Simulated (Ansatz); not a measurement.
# NbCu (Fm-3m) in Ansatz: notebook

Aim: see how the results for NbCu move with the level of theory and the settings. Levels: HSE03, HSEsol. Tasks: band structure.

Everything below comes from runs of Ansatz 0.2.0. Logs are shortened: lines on timing, memory, paths and dates and some standing lists are left out, and cuts for length are marked.

**1. The structure**

The structure is cubic, space group Fm-3m (No. 225). The conventional cell has a = 5.124 Å, b = 5.124 Å, c = 5.124 Å, α = 90.00°, β = 90.00°, γ = 90.00°. Nb (site symmetry m-3m) has 6 Cu at 2.56 Å as nearest neighbours. Cu (site symmetry m-3m) is surrounded by 6 Nb at 2.56 Å.

The cell was built by a generator and needn't be a form met in nature.

**2. Band structure, HSE03**

Contents of input:

```
crystal:
  lattice:
    - [0.0, 2.56221, 2.56221]
    - [2.56221, 0.0, 2.56221]
    - [2.56221, 2.56221, 0.0]
  atoms:
    - { symbol: Nb, position: [0.0, 0.0, 0.0] }
    - { symbol: Cu, position: [0.5, 0.5, 0.5] }
hamiltonian:
  xc: { exchange: pbe, correlation: pbe, exx: { coeff: 0.25, omega: 0.3 } }
  pseudopotentials: { kind: paw }
kpoints:
  mp_grid: { grid: [5, 5, 5] }
  band_path:
    path:
      - [[0.0, 0.0, 0.0], [0.5, 0.0, 0.5], [0.5, 0.25, 0.75], [0.375, 0.375, 0.75], [0.0, 0.0, 0.0], [0.5, 0.5, 0.5], [0.625, 0.25, 0.625], [0.5, 0.25, 0.75], [0.5, 0.5, 0.5], [0.375, 0.375, 0.75]]
      - [[0.625, 0.25, 0.625], [0.5, 0.0, 0.5]]
    npoints: 4
scf:
  occupations: { method: fermi_dirac, width: 0.05 }
  n_extra_bands: 6
output:
  forces: true
  stress: true
  eigenvalues: true
  fatbands: false
```

Potentials or basis: Ansatz PAW.

Standard output:

```text
Warning: output.stress: scf.convergence.dr2_threshold = 1e-7 eV (the SCF's general default) is looser than the 2e-10 eV advised for a printed stress (1e-10 eV for each atom of the cell: 2). What an SCF threshold leaves in a stress goes as its square root, and in the free energy as the threshold itself, and one threshold admits the most on a small cell: of the crystals measured, under no hybrid functional and no lock of the moments, on runs that ended without the residual-converged pass, on stresses that held no estimate of that error, the worst erred by over 100 MPa in a component at 1e-7 eV an atom and by under 5 at 1e-10. Set scf.convergence.dr2_threshold to 2e-10 eV or tighter. The threshold is an SCF's pass mark: one that does not reach it within its budget of iterations ends unconverged, or closes short of it on a stop that the run arms, and scf.convergence.dr2_threshold's page says what that costs each kind of run
Warning: output.stress: scf.exx.energy_threshold = 1e-6 eV is looser than the 2e-8 eV advised for a stress under a hybrid functional (1e-8 eV for each atom of the cell: 2). Every SCF of the exchange loop can meet its threshold on dr2 while the loop round them stops early: no threshold on dr2 bounds what that leaves in the stress. Set scf.exx.energy_threshold to 2e-8 eV or tighter. The threshold is the loop's pass mark: a loop that does not reach it within its budget of cycles ends unconverged, and scf.exx.energy_threshold's page has the law
scf.n_extra_bands = 6 over 16 filled bands (N_el = 32.0): the run solves 22 bands
GPUs: using 1 of 1 available (devices: 1).
Engine: ansatz 0.2.0, x86_64-unknown-linux-gnu
Pseudopotentials: kind: paw
Pseudopotential: Nb, paw, valence charge 13, recommended cutoff 420 eV (normal), Nb.paw.azcp
Pseudopotential: Cu, paw, valence charge 19, recommended cutoff 420 eV (normal), Cu.paw.azcp
Functional definition: unnamed
  parameter a_1 = 0.25
  parameter omega_1 = 0.3/angstrom
  exchange = pbe_x + (-a_1)*pbe_x_sr(omega_1) + a_1*exact_x_sr(omega_1)
  correlation = pbe_c
device memory: the entry about to start is reckoned to put 0.5 GiB on a device that reports 63.5 GiB free (of which the cap on the GPU budget leaves the run 18.0 GiB)
GPU FFT provider: cuFFT
GPU libraries: cuBLAS 13.8.2, cuFFT 12.4.0, cuSOLVER 12.3.4
Crystal: 2 atoms, lattice volume = 33.641 Å³
Basis set: ecut = 420 eV, 645 PW (Γ), exchange–correlation on 50×50×50 points (8 copies of the dense FFT grid, shifted against one another)
Bands: 22, of which v1, the nominal top of the filled ones, is band 16 counted from 1 (15 counted from 0)
Symmetry: 48 space group operations
Space group: Fm-3m (ITA 225), of the structure as read, at distance tolerance 3.2e-5 Å
k-points: 10 of 125
Non-local potential: Nb, projectors of the file, l = 0: 3, l = 1: 2, l = 2: 2, l = 3: 1
Non-local potential: Cu, projectors of the file, l = 0: 3, l = 1: 2, l = 2: 3, l = 3: 1
PAW form: soft (Blöchl's): semilocal exchange-correlation on the pseudo side does not see the compensation charge
PAW frozen core: Nb, regenerated for the run's functional, and the local potential with it (the file was generated under x = pbe(κ = 0.804, μ = 0.2195149727645171), c = pbe(β = 0.06672455060314922))
PAW frozen core: Cu, regenerated for the run's functional, and the local potential with it (the file was generated under x = pbe(κ = 0.804, μ = 0.2195149727645171), c = pbe(β = 0.06672455060314922))
PAW one-centre angular grid: Nb, 590 points (default); XC on 64 Gauss nodes
PAW one-centre angular grid: Cu, 590 points (default); XC on 64 Gauss nodes
Initial density: superposition of atomic densities (neutral atoms: chi_scale 0, normalization atom), corrected by the library's trained network
Initial wavefunctions: pseudopotential atomic-orbital guess
GPU buffer pool allocated for 15625 grid points (all kernels)
GPU transforms: local potential and band sums: pruned to the plane-wave sphere, on 25×25×25
Functional: x = pbe(κ = 0.804, μ = 0.2195149727645171), c = pbe(β = 0.06672455060314922), warm-up for x = pbe(κ = 0.804, μ = 0.2195149727645171) + 0.25 (exact − pbe) at short range (hse, ω = 0.3 Å⁻¹), c = pbe(β = 0.06672455060314922)
SCF iter   1: F=—  HF=-11176.031214 eV  |F-HF|=—  |Δ(HF+E_count)|=         —  Δρ=6.61e-3  dr2=1.28e-2  ethr=1.77e-3  ⟨swp⟩=8.5  Hψ=940  notcnv=0
preconditioner: auto → Kerker (q_TF=auto, 2.706 Å⁻¹)  [metal: Δε(μ)=0.100 eV  Ē_g=7.534 eV  σ=0.050 eV  W_gap=0.46  n_scr=14 (ndim 8)  ℏωp=25.6 eV  f_vac=0.000  D(μ)=2.94/eV (n_scr^D=26)]
SCF iter   2: F=—  HF=-11176.029917 eV  |F-HF|=—  |Δ(HF+E_count)|=   1.30e-3  Δρ=2.64e-3  dr2=2.70e-3  ethr=3.99e-5  ⟨swp⟩=3.5  Hψ=466  notcnv=0  defer=4
SCF iter   3: F=—  HF=-11176.029519 eV  |F-HF|=—  |Δ(HF+E_count)|=   3.99e-4  Δρ=1.41e-3  dr2=4.95e-4  ethr=8.42e-6  ⟨swp⟩=3.9  Hψ=467  notcnv=0
iter 4 solved again at ethr=1.40e-7 eV; its pass at ethr=1.55e-6 eV (dr2=4.47e-5 eV) is discarded
SCF iter   4: F=—  HF=-11176.029477 eV  |F-HF|=—  |Δ(HF+E_count)|=   4.19e-5  Δρ=4.02e-4  dr2=4.59e-5  ethr=1.40e-7  ⟨swp⟩=2.9  Hψ=823  notcnv=0
SCF iter   5: F=—  HF=-11176.029479 eV  |F-HF|=—  |Δ(HF+E_count)|=   2.16e-6  Δρ=9.60e-5  dr2=3.47e-6  ethr=1.40e-7  ⟨swp⟩=2.0  Hψ=381  notcnv=0
SCF iter   6: F=—  HF=-11176.029480 eV  |F-HF|=—  |Δ(HF+E_count)|=   6.91e-7  Δρ=2.08e-5  dr2=7.50e-8  ethr=1.08e-8  ⟨swp⟩=3.4  Hψ=466  notcnv=0
SCF iter   7: F=—  HF=-11176.029480 eV  |F-HF|=—  |Δ(HF+E_count)|=   1.73e-8  Δρ=7.17e-6  dr2=1.32e-8  ethr=2.34e-10  ⟨swp⟩=4.0  Hψ=550  notcnv=0
SCF iter   8: F=—  HF=-11176.029480 eV  |F-HF|=—  |Δ(HF+E_count)|=   2.14e-9  Δρ=1.02e-6  dr2=1.96e-10  ethr=4.12e-11  ⟨swp⟩=2.9  Hψ=403  notcnv=0
[... 23 lines left out ...]
SCF iter   8: F=—  HF=-11176.755377 eV  |F-HF|=—  |Δ(HF+E_count)|=   3.83e-5  Δρ=5.55e-4  dr2=1.64e-4  ethr=9.65e-7  ⟨swp⟩=3.0  Hψ=423  notcnv=0
SCF iter   9: F=—  HF=-11176.755739 eV  |F-HF|=—  |Δ(HF+E_count)|=   3.62e-4  Δρ=4.81e-4  dr2=6.25e-5  ethr=2.68e-7  ⟨swp⟩=3.8  Hψ=463  notcnv=0
SCF iter  10: F=—  HF=-11176.755726 eV  |F-HF|=—  |Δ(HF+E_count)|=   1.32e-5  Δρ=1.13e-4  dr2=1.37e-5  ethr=1.48e-7  ⟨swp⟩=3.0  Hψ=421  notcnv=0
SCF iter  11: F=—  HF=-11176.755757 eV  |F-HF|=—  |Δ(HF+E_count)|=   3.08e-5  Δρ=2.40e-4  dr2=1.32e-5  ethr=1.15e-8  ⟨swp⟩=4.0  Hψ=606  notcnv=0
SCF iter  12: F=-11176.755752 eV  HF=-11176.755761 eV  |F-HF|=9.01e-6  |Δ(HF+E_count)|=   4.02e-6  Δρ=2.17e-4  dr2=1.03e-5  ethr=1.15e-8  ⟨swp⟩=2.3  Hψ=384  notcnv=0
SCF 2 stopped early in 12 iterations: F = -11176.755752 eV  dr2 = 1.03e-5
hybrid outer 1: dexx = +1.291e-2 eV, tail = 7.18e-5 eV
GPU FFT provider: cuFFT
GPU libraries: cuBLAS 13.8.2, cuFFT 12.4.0, cuSOLVER 12.3.4
GPU buffer pool allocated for 15625 grid points (all kernels)
GPU transforms: local potential and band sums: pruned to the plane-wave sphere, on 25×25×25
Exchange kernel: α = 0.2500, screened, ω = 0.3000 Å⁻¹, Wigner–Seitz truncation, v(0) = 502.6055 eV·Å³, q-mesh 5×5×5, nearest image of the exchange supercell L = 18.12 Å, pair-density grid 15×15×15, without the augmentation charges, whose exchange is taken in its separable form by FFT convolution over the k-point mesh (sized by the pseudopotential files, 20×20×20 at the most), smooth part of the exact exchange by density-matrix convolution in up to 1.40 GiB of GPU memory as planned if the GPU has room (build and FFT work areas not counted)
Frozen-core exchange: fock
SCF iter   1: F=—  HF=-11176.755784 eV  |F-HF|=—  |Δ(HF+E_count)|=         —  Δρ=7.87e-5  dr2=7.93e-7  ethr=1.12e-6  ⟨swp⟩=3.0  Hψ=460  notcnv=0
preconditioner: auto → Kerker (q_TF=auto, 2.706 Å⁻¹)  [metal: Δε(μ)=0.116 eV  Ē_g=8.726 eV  σ=0.050 eV  W_gap=0.45  n_scr=14 (ndim 8)  ℏωp=25.6 eV  f_vac=0.000  D(μ)=2.32/eV (n_scr^D=26)]
SCF iter   2: F=—  HF=-11176.755786 eV  |F-HF|=—  |Δ(HF+E_count)|=   1.87e-6  Δρ=5.10e-5  dr2=4.09e-7  ethr=1.90e-9  ⟨swp⟩=4.0  Hψ=651  notcnv=0
SCF iter   3: F=—  HF=-11176.755786 eV  |F-HF|=—  |Δ(HF+E_count)|=   5.18e-8  Δρ=3.80e-5  dr2=1.71e-7  ethr=1.12e-9  ⟨swp⟩=3.0  Hψ=428  notcnv=0
SCF iter   4: F=—  HF=-11176.755786 eV  |F-HF|=—  |Δ(HF+E_count)|=   1.51e-8  Δρ=1.11e-5  dr2=1.93e-8  ethr=5.10e-10  ⟨swp⟩=2.3  Hψ=384  notcnv=0  defer=1
SCF iter   5: F=-11176.755786 eV  HF=-11176.755786 eV  |F-HF|=2.28e-9  |Δ(HF+E_count)|=  9.97e-10  Δρ=4.66e-6  dr2=4.94e-9  ethr=5.98e-11  ⟨swp⟩=3.5  Hψ=481  notcnv=0
SCF 3 converged in 5 iterations: F = -11176.755786 eV  dr2 = 4.94e-9
  Residual-converged pass: ⟨swp⟩=3.0  Hψ=476  notcnv=0  max |occ|·‖R‖ = 2.4e-6 eV (tolerance 2.4e-6 eV)  dr2=5.14e-9  dr2_onsite=1.94e-9  max |Δocc| = 1.2e-11
hybrid outer 2: dexx = +1.565e-6 eV, tail = 5.41e-8 eV, Δε = 3.91e-3 eV (about 1.39e-4 eV left of the loop's levels)
device memory: the entry about to start is reckoned to put 0.4 GiB on a device that reports 64.0 GiB free (of which the cap on the GPU budget leaves the run 18.0 GiB)
NSCF: frozen V_eff on 42 k-points, pencils in batches of 32, up to order 100
hybrid SCF converged: 2 outer / 17 inner (+9 warm-up), last move |dexx| = 1.56e-6 eV, tail = 5.41e-8 eV
Stability not checked: this state was not tested for a lower state beside it, because the functional holds exact exchange (a hybrid, or Hartree-Fock), whose exchange loop this test does not read (fock_operator; see scf.lower_state_search)
Free energy (F): -11176.755786 eV
Frozen-core exchange: fock
Harris-Foulkes:  -11176.755786 eV  (|F-HF|=2.28e-9)
Internal energy: -11176.736771 eV  (E = F + TS)
E sigma→0 (E₀):  -11176.746279 eV
Entropy (-TS):   -0.019014 eV (-9.507 meV/atom)
Fermi energy:    14.938276 eV
--- Per-component energies (eV) ---
  E_band       = -582.713312
  E_kinetic    = 690.040288
  E_local      = -5602.360133  (includes V_loc(G=0)·N_el)
  E_nonlocal   = 509.826135
  E_hartree    = 2398.203732
  E_xc         = -214.688914
  E_vxc        = -262.844891  (∫ρ·V_xc dr)
  E_exx        = -138.480357  (= α·E_x^exact, valence–valence)
  E_paw        = -4648.160740  (= ΣΔE_a)
  E_vpaw       = -436.818513  (= ΣTr[D̂ρ^β])
  E_aug_tail   = 0.000326  (compensation charges beyond the density's cutoff)
  E_ewald      = -4170.475768
  E_core_change = -0.641347  (= ΣΔE_core)
  E_smearing   = -0.019014  (= −TS)
  E_closure    = 0.000007  (closes the sum)
  Σ components = -11176.755786   (vs F -11176.755786, Δ=0.00e0)
--- Forces (eV/Å), atoms counted from 1 ---
  atom   1  Nb    -0.00000000     0.00000000     0.00000000
  atom   2  Cu     0.00000000    -0.00000000     0.00000000
  max |Σ_I F_I| component: 9.35e-29 eV/Å
--- Stress (GPa, compression-positive) ---
       -2.793381      -0.000000       0.000000
       -0.000000      -2.793381      -0.000000
       -0.000000      -0.000000      -2.793381
  P = ⅓ Tr σ = -2.7934 GPa (-27.934 kbar)
--- Band table (eV; the first three rows and the last of 10) ---
  k-point 0: bands = ["-103.7422", "-59.5026", "-59.5026", "-59.5026", "-43.9484", "-18.4606", "-18.4606", "-18.4606", "7.1658", "9.7585", "9.7585", "9.9959", "9.9959", "9.9959", "16.2788", "16.2788", "16.2788", "17.6711", "17.6711", "24.6555", "24.6555", "24.6555"]
  k-point 1: bands = ["-103.7422", "-59.5029", "-59.5024", "-59.5024", "-43.9401", "-18.5448", "-18.4738", "-18.4738", "8.0953", "10.0284", "10.0322", "10.0322", "10.2174", "10.2174", "15.3410", "15.9033", "15.9033", "16.9725", "16.9725", "22.8207", "25.9838", "26.4275"]
  k-point 2: bands = ["-103.7422", "-59.5034", "-59.5022", "-59.5022", "-43.9266", "-18.6795", "-18.4951", "-18.4951", "10.0035", "10.4515", "10.5288", "10.5288", "10.7173", "10.7173", "13.6160", "14.3174", "14.3174", "17.2589", "17.2589", "19.9917", "25.2893", "27.7236"]
  k-point 9: bands = ["-103.7422", "-59.5029", "-59.5026", "-59.5024", "-43.9201", "-18.6378", "-18.5784", "-18.5344", "9.8843", "10.1514", "10.3782", "10.5568", "10.8261", "11.5512", "13.4858", "14.4374", "15.2377", "17.4207", "18.4491", "20.6489", "21.3170", "23.6117"]
```

Run time: 42 s. Hardware: 1 × NVIDIA H100 80GB HBM3 with 2 threads of AMD EPYC 7R13 (Zen 3), shared host; peak memory 1.7 GiB.

Results:

```yaml
Free_energy: -11176.7558 eV
Pressure: -2.8 GPa
Band_gap_on_the_k_mesh: none (metal or under the smearing width)
```

Levels at the corners of the path, in eV from the Fermi level:
| point | band 13 | band 14 | band 15 | band 16 | band 17 | band 18 | band 19 | band 20 |
| --- | --- | --- | --- | --- | --- | --- | --- | --- |
| Γ | -4.94 | -4.94 | 1.34 | 1.34 | 1.34 | 2.73 | 2.73 | 9.72 |
| X | -4.06 | -4.06 | -0.55 | 0.07 | 3.01 | 3.01 | 3.31 | 5.05 |
| W | -4.06 | -3.27 | -0.65 | -0.65 | -0.27 | 3.01 | 4.56 | 4.56 |
| K | -4.13 | -3.76 | -0.81 | -0.80 | 0.92 | 2.63 | 3.49 | 4.49 |
| Γ | -4.94 | -4.94 | 1.34 | 1.34 | 1.34 | 2.73 | 2.73 | 9.72 |
| L | -4.07 | -3.90 | -1.82 | -0.93 | -0.93 | 2.42 | 2.42 | 4.50 |
| U | -4.13 | -3.76 | -0.81 | -0.80 | 0.92 | 2.63 | 3.49 | 4.49 |
| W | -4.06 | -3.27 | -0.65 | -0.65 | -0.27 | 3.01 | 4.56 | 4.56 |
| L | -4.07 | -3.90 | -1.82 | -0.93 | -0.93 | 2.42 | 2.42 | 4.50 |
| K | -4.13 | -3.76 | -0.81 | -0.80 | 0.92 | 2.63 | 3.49 | 4.49 |
| U | -4.13 | -3.76 | -0.81 | -0.80 | 0.92 | 2.63 | 3.49 | 4.49 |
| X | -4.06 | -4.06 | -0.55 | 0.07 | 3.01 | 3.01 | 3.31 | 5.05 |

Caveat: the k mesh is coarse (spacing up to 0.42 Å⁻¹), so the values aren't converged, least of all with exact exchange; the PAW data sets come from PBE, with cores solved anew for the run's functional, which leaves a small shift of forces and pressure; the thresholds are loose for stress.

(Continued in part 2 of 2.)
